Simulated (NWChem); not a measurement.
**One shape, several levels: Si2H3BrO (SMILES [SiH3]O[Si]Br)**

We compute a comparison of 4 runs (HF/STO-3G, HF/3-21G, B3LYP/6-31G*) of Si2H3BrO. 

The results are computed with NWChem 7.3.0.

1 further run of the same task is left out (set aside as unsound or not needed).

## 1. The structure to begin with

Si2H3BrO has 7 atoms, charge 0, and is taken as a singlet. As SMILES, `[SiH3]O[Si]Br`. The coordinates come from a PBE0-D4/def2-TZVP relaxation. This is one conformer, not always the lowest.

Bond lengths: Si1–O2 1.663 Å, O2–Si3 1.626 Å, Si3–Br4 2.293 Å, Si1–H5 1.482 Å, Si1–H6 1.482 Å, Si1–H7 1.481 Å. Angles: Si1–O2–Si3 144.1°, O2–Si3–Br4 101.7°, O2–Si1–H5 109.6°, O2–Si1–H6 109.5°, O2–Si1–H7 106.8°, H5–Si1–H6 110.5°, H5–Si1–H7 110.2°, H6–Si1–H7 110.2°.

## 2. Energy and forces at HF/STO-3G (run 1)

The input, brh3osi2.nw:

```
start brh3osi2
title "BrH3OSi2"
memory 2200 mb
geometry units bohr noautosym nocenter noautoz
   Si   0.44824304   1.70472194   0.05310130
   O    1.45376631  -1.17125225   0.82562134
   Si   0.75324483  -4.16249973   0.73623730
   Br  -3.10349721  -4.10675281  -1.23682575
   H    0.08220309   1.85741181  -2.71856000
   H   -1.95189811   2.24650642   1.38932665
   H    2.43358930   3.50336326   0.86473867
end
basis spherical bse
   * library STO-3G
end
scf
   thresh 1e-08
   maxiter 80
end
task scf gradient
```

Run with:

```bash
$ nwchem brh3osi2.nw > brh3osi2.out
```

The program printed:

```text
[...]
  functions       =    44
[...]
  wavefunction    = RHF
[...]
         Total SCF energy =  -3191.534606578434
      One-electron energy =  -5219.980223816160
      Two-electron energy =   1651.046795291047
 Nuclear repulsion energy =    377.398821946679
        Time for solution =      3.9s
[...]
                         RHF ENERGY GRADIENTS
    atom               coordinates                        gradient
                 x          y          z           x          y          z
   1 Si      0.448243   1.704722   0.053101    0.007205  -0.017818   0.005316
   2 O       1.453766  -1.171252   0.825621    0.011503   0.023230   0.003815
   3 Si      0.753245  -4.162500   0.736237   -0.003250  -0.022968   0.000398
   4 Br     -3.103497  -4.106753  -1.236826   -0.008692  -0.005524  -0.003956
   5 H       0.082203   1.857412  -2.718560   -0.003509   0.000134  -0.029796
   6 H      -1.951898   2.246506   1.389327   -0.025660   0.004361   0.014936
   7 H       2.433589   3.503363   0.864739    0.022403   0.018586   0.009286
[...]
```

Wall time 6 s (1 thread of Intel Xeon Platinum 8375C at 2.90GHz (Ice Lake), shared host); peak memory 0.1 GiB.

## 3. Energy and forces at HF/3-21G (run 2)

The input, run.py:

```python
from ase import Atoms
from ase.calculators.nwchem import NWChem

molecule = Atoms(['Si', 'O', 'Si', 'Br', 'H', 'H', 'H'], positions=[
    [0.237200, 0.902100, 0.028100],
    [0.769300, -0.619800, 0.436900],
    [0.398600, -2.202700, 0.389600],
    [-1.642300, -2.173200, -0.654500],
    [0.043500, 0.982900, -1.438600],
    [-1.032900, 1.188800, 0.735200],
    [1.287800, 1.853900, 0.457600],
])

calc = NWChem(
    label='work',
    theory='scf',
    memory='2200 mb',
    basis='3-21G',
    basispar='spherical bse',
    scf={'nopen': '0', 'rhf': None, 'thresh': '1e-08', 'maxiter': '80'},
)
molecule.calc = calc

forces = molecule.get_forces()
print(f"energy = {molecule.get_potential_energy():.6f} eV")
print("forces (eV/A):")
for s, f in zip(molecule.symbols, forces):
    print(f"{s:2s} {f[0]:10.5f} {f[1]:10.5f} {f[2]:10.5f}")
print("dipole (e A):", molecule.get_dipole_moment().round(4))
```

Run with:

```bash
$ export ASE_NWCHEM_COMMAND="nwchem PREFIX.nwi > PREFIX.nwo"
$ python run.py
```

The program printed:

```text
energy = -87379.578880 eV
forces (eV/A):
Si    0.23891    0.94359    0.03528
O    -0.39950   -0.20415   -0.18748
Si    1.93028   -1.04798    1.07894
Br   -1.63029    0.10428   -0.83916
H    -0.03342    0.06623    0.02767
H     0.00422    0.05872   -0.05471
H    -0.11025    0.07929   -0.06058
dipole (e A): [0.3366 0.2678 0.1474]
```

The calculator wrote work.nwi:

```
title "work"

permanent_dir work

scratch_dir work

start work

geometry units angstrom nocenter noautosym noautoz
  Si 2.3719999999999999e-01 9.0210000000000001e-01 2.8100000000000000e-02
  O  7.6929999999999998e-01 -6.1980000000000002e-01 4.3690000000000001e-01
  Si 3.9860000000000001e-01 -2.2027000000000001e+00 3.8960000000000000e-01
  Br -1.6423000000000001e+00 -2.1732000000000000e+00 -6.5449999999999997e-01
  H  4.3499999999999997e-02 9.8290000000000000e-01 -1.4386000000000001e+00
  H  -1.0328999999999999e+00 1.1888000000000001e+00 7.3519999999999996e-01
  H  1.2878000000000001e+00 1.8539000000000001e+00 4.5760000000000001e-01
end

memory 2200 mb

basis spherical bse noprint
   * library 3-21G
end

scf
  nopen 0
  rhf
  thresh 1e-08
  maxiter 80
end

task scf gradient
```

work.nwo:

```text
Northwest Computational Chemistry Package (NWChem) 7.3.0
             --------------------------------------------------------

           Job information
           ---------------

    nwchem branch   = 7.3.0
    use scalapack   = T
    input           = work.nwi
    prefix          = work.
    data base       = work/work.db
    status          = startup
    nproc           =        1

           Memory information
           ------------------

[... 5 lines left out ...]
    hardfail = no
[... 136 lines left out ...]
         Quadratically convergent ROHF
[... 15 lines left out ...]
       Final RHF  results
[... 4 lines left out ...]
      Two-electron energy =   1638.069480096803
[... 56 lines left out ...]
                       ROHF Final Molecular Orbital Analysis
[... 250 lines left out ...]
                 ----------------------------------------
                 |  Time  |  1-e(secs)   |  2-e(secs)   |
                 ----------------------------------------
                 |  CPU   |       0.00   |       1.30   |
                 ----------------------------------------
                 |  WALL  |       0.00   |       1.30   |
                 ----------------------------------------

 Task  times  cpu:        5.8s     wall:        5.8s
 Total times  cpu:        5.8s     wall:        5.8s
```

Run time: 6.9 s. Hardware: 1 thread of Intel Xeon Platinum 8375C at 2.90GHz (Ice Lake), shared host; peak memory 0.097 GiB.

## 4. Energy and forces at B3LYP/6-31G(d) (Cartesian functions) (run 3)

Changes to run.py since step 3:

```diff
@@ -14,8 +14,7 @@
 calc = NWChem(
-    label='work',
-    theory='scf',
+    label='test',
+    theory='dft',
     memory='2200 mb',
-    basis='3-21G',
-    basispar='spherical bse',
-    scf={'nopen': '0', 'rhf': None, 'thresh': '1e-08', 'maxiter': '80'},
+    basis='6-31G*',
+    dft={'xc': 'b3lyp', 'mult': '1', 'grid': 'fine', 'convergence': 'energy 1e-08', 'iterations': '100', 'mulliken': None, 'print': 'low'},
 )
@@ -28,2 +27 @@
     print(f"{s:2s} {f[0]:10.5f} {f[1]:10.5f} {f[2]:10.5f}")
-print("dipole (e A):", molecule.get_dipole_moment().round(4))
```

Run with:

```bash
$ export ASE_NWCHEM_COMMAND="nwchem PREFIX.nwi > PREFIX.nwo"
$ python run.py
```

The program printed:

```text
energy = -87892.588212 eV
forces (eV/A):
Si   -0.11081    0.57037   -0.10953
O     0.30894    0.06844    0.15077
Si    0.22657   -0.68643    0.17725
Br   -0.40130   -0.07996   -0.19679
H    -0.00586    0.04247   -0.01851
H    -0.01568    0.04448    0.00005
H    -0.00190    0.04057   -0.00319
```

The calculator wrote test.nwi:

```
title "test"

permanent_dir test

scratch_dir test

start test

geometry units angstrom nocenter noautosym noautoz
  Si 2.3719999999999999e-01 9.0210000000000001e-01 2.8100000000000000e-02
  O  7.6929999999999998e-01 -6.1980000000000002e-01 4.3690000000000001e-01
  Si 3.9860000000000001e-01 -2.2027000000000001e+00 3.8960000000000000e-01
  Br -1.6423000000000001e+00 -2.1732000000000000e+00 -6.5449999999999997e-01
  H  4.3499999999999997e-02 9.8290000000000000e-01 -1.4386000000000001e+00
  H  -1.0328999999999999e+00 1.1888000000000001e+00 7.3519999999999996e-01
  H  1.2878000000000001e+00 1.8539000000000001e+00 4.5760000000000001e-01
end

memory 2200 mb

basis noprint
   * library 6-31G*
end

dft
  xc b3lyp
  mult 1
  grid fine
  convergence energy 1e-08
  iterations 100
  mulliken
  print low
end

task dft gradient
```

test.nwo:

```text
Northwest Computational Chemistry Package (NWChem) 7.3.0
             --------------------------------------------------------

           Job information
           ---------------

    nwchem branch   = 7.3.0
    use scalapack   = T
    input           = test.nwi
    prefix          = test.
    data base       = test/test.db
    status          = startup
    nproc           =        1

           Memory information
           ------------------

[... 5 lines left out ...]
    hardfail = no
[... 41 lines left out ...]
            Nuclear Dipole moment (a.u.)
[... 91 lines left out ...]
         Total DFT energy =    -3229.993067373592
[... 1 line left out ...]
           Coulomb energy =     1777.783802803396
[... 1 line left out ...]
 Nuclear repulsion energy =      377.398848870461
[... 45 lines left out ...]
 Task  times  cpu:       38.5s     wall:       38.5s
 Total times  cpu:       38.5s     wall:       38.5s
```

It took 40 s on 1 thread of Intel Xeon Platinum 8375C at 2.90GHz (Ice Lake), shared host; peak memory 0.13 GiB.

## 5. Energy and gradient at B3LYP/6-31G(d) (spherical functions) (run 4)

The input, brh3osi2.nw:

```
START brh3osi2
TITLE "BrH3OSi2"
memory 2200 mb
charge 0

GEOMETRY units angstrom noautosym nocenter noautoz
  Si     0.237200     0.902100     0.028100
  O      0.769300    -0.619800     0.436900
  Si     0.398600    -2.202700     0.389600
  Br    -1.642300    -2.173200    -0.654500
  H      0.043500     0.982900    -1.438600
  H     -1.032900     1.188800     0.735200
  H      1.287800     1.853900     0.457600
END

BASIS "ao basis" spherical bse
  * library 6-31G*
END

DFT
  xc b3lyp
  mult 1
  grid xfine
  convergence energy 1e-08
  iterations 100
  mulliken
  print low
END

TASK dft gradient
```

Run with:

```bash
$ nwchem brh3osi2.nw > brh3osi2.out
```

The program printed:

```text
[...]
 d= 0,ls=0.0,diis     1  -3229.9003693876 -3.61D+03  1.51D-02  6.66D-01     4.8
[...]
 d= 0,ls=0.0,diis     8  -3229.9799055892  8.07D-09  6.65D-06  3.11D-07    27.8
         Total DFT energy =    -3229.979905589164
      One electron energy =    -5242.421218439439
           Coulomb energy =     1778.041368284664
    Exchange-Corr. energy =     -142.998904304851
 Nuclear repulsion energy =      377.398848870462
[...]
                         DFT ENERGY GRADIENTS
    atom               coordinates                        gradient
                 x          y          z           x          y          z
   1 Si      0.448243   1.704722   0.053101    0.002346  -0.011502   0.002265
   2 O       1.453766  -1.171252   0.825621   -0.006197  -0.001308  -0.003032
   3 Si      0.753245  -4.162499   0.736237   -0.004023   0.013793  -0.003290
   4 Br     -3.103497  -4.106753  -1.236826    0.007438   0.001476   0.003647
   5 H       0.082203   1.857412  -2.718560    0.000112  -0.000809   0.000380
   6 H      -1.951898   2.246506   1.389327    0.000320  -0.000850  -0.000016
   7 H       2.433589   3.503363   0.864739    0.000004  -0.000800   0.000047
 Task  times  cpu:       41.3s     wall:       41.3s
 Total times  cpu:       41.3s     wall:       41.3s
```

Run time: 42 s. Hardware: 1 thread of Intel Xeon Platinum 8375C at 2.90GHz (Ice Lake), shared host; peak memory 0.14 GiB.

## 6. All runs side by side

| run | level | Cartesian functions | iteration cap | energy (Eh) | largest force (eV/Å) | wall time |
| --- | --- | --- | --- | --- | --- | --- |
| 1 | HF/STO-3G | no | 80 | -3191.534607 | 1.571 | 6 s |
| 2 | HF/3-21G | no | 80 | -3211.140322 | 2.447 | 6.9 s |
| 3 | B3LYP/6-31G* (Cartesian functions) | yes | 100 | -3229.993067 | 0.744 | 40 s |
| 4 | B3LYP/6-31G* (spherical functions) | no | 100 | -3229.979906 | 0.758 | 42 s |

## 7. Outcome

| quantity | value |
| --- | --- |
| run 4: total energy | -3229.97991 Eh |
| run 4: largest force on an atom | 0.758 eV/Å |

In run 1 the basis is minimal, so the values are rough. All runs together took 95 s, the longest 42 s.
